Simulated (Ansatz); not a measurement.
Write a Python script for Ansatz 0.2.0 through its Python package that makes a short molecular-dynamics run of AlBrFH2N, SMILES [NH2][Al]([F])[Br]. Settings (for the species named): BLYP, def2-SVP basis, multiplicity 1.

Input file `albrfh2n.xyz`:
```text
6

N    -0.47440    1.02750   -0.15370
Al    0.16390   -0.70190    0.02300
F     1.74120   -0.95970    0.78050
Br   -1.01820   -2.54190   -0.76020
H    -0.55470    1.48030    0.77460
H     0.18420    1.63160   -0.71030
```

`albrfh2n.py`:
```python
import ansatz
import numpy as np

BASIS_SET = "def2-SVP"
FUNCTIONAL = "blyp"
N_STEPS = 40
TEMPERATURE_K = 500

geometry = ansatz.Crystal.molecule_from_extxyz("albrfh2n.xyz")

base = (
    geometry.calculation()
    .basis(gaussian=BASIS_SET)
    .functional(FUNCTIONAL)
)
symbols = [site.symbol for site in geometry.cartesian_sites]
start = np.array([site.position_ang for site in geometry.cartesian_sites], dtype=float)
report = base.relax(force_tolerance=0.02).run(threads=1).report
end = np.array(report["positions_ang"])
minimum = ansatz.Crystal.molecule()
for symbol, place in zip(symbols, end):
    minimum = minimum.atom(symbol, place.tolist())

base = (
    minimum.calculation()
    .basis(gaussian=BASIS_SET)
    .functional(FUNCTIONAL)
    .md("nvt_langevin", timestep=0.5, steps=N_STEPS, temperature=TEMPERATURE_K, initial_velocities="maxwell_boltzmann", seed=42, friction=0.05)
)
frames = []
res = base.session().plan().execute(on_event=lambda e: frames.append(e["data"]) if e["event"] == "md_step" else None)
print("t (fs)   E_pot (eV)      E_kin (eV)   T (K)   d(0-1) (A)")
for f in frames[::2]:
    xyz = np.array(f["positions_ang"])
    print(f"{f['time_fs']:6.2f} {f['lagrangian_ev']:14.5f} {f['e_kin_ev']:10.5f} {f['temperature_k']:8.1f} {np.linalg.norm(xyz[0] - xyz[1]):9.4f}")
print("mean temperature", round(float(np.mean([f["temperature_k"] for f in frames])), 1), "K")
```

```console
$ python albrfh2n.py
t (fs)   E_pot (eV)      E_kin (eV)   T (K)   d(0-1) (A)
  0.00   -80873.64450    0.32315    416.7    1.7680
  1.00   -80873.63420    0.25842    333.2    1.7799
  2.00   -80873.61024    0.25952    334.6    1.7898
  3.00   -80873.58434    0.29237    377.0    1.7976
  4.00   -80873.58073    0.26802    345.6    1.8029
  5.00   -80873.59285    0.35496    457.7    1.8055
  6.00   -80873.56556    0.34714    447.6    1.8096
  7.00   -80873.47932    0.27951    360.4    1.8113
  8.00   -80873.44647    0.24622    317.5    1.8113
  9.00   -80873.51290    0.24069    310.3    1.8106
 10.00   -80873.56778    0.24564    316.7    1.8085
 11.00   -80873.54828    0.23892    308.1    1.8032
 12.00   -80873.52016    0.17182    221.5    1.7978
 13.00   -80873.53429    0.24173    311.7    1.7917
 14.00   -80873.55780    0.26345    339.7    1.7828
 15.00   -80873.57798    0.35348    455.8    1.7724
 16.00   -80873.56137    0.32374    417.4    1.7612
 17.00   -80873.50844    0.26520    341.9    1.7503
 18.00   -80873.47853    0.26156    337.3    1.7405
 19.00   -80873.48394    0.24658    317.9    1.7298
 20.00   -80873.49274    0.25308    326.3    1.7202
mean temperature 345.3 K
```

Notes:
- Total energies depend on the basis set; only differences at equal settings carry meaning.
- The trajectory is only some femtoseconds long, so its temperature is not equilibrated; where the script doesn't relax first, it starts from a rough generated geometry.
- The printed temperature counts all 3N degrees of freedom under Langevin dynamics, so the first row lies under the target.
- Finished in 2.4 min on 1 thread of Arm Neoverse V2, with other jobs on the host, peak memory 0.22 GiB.
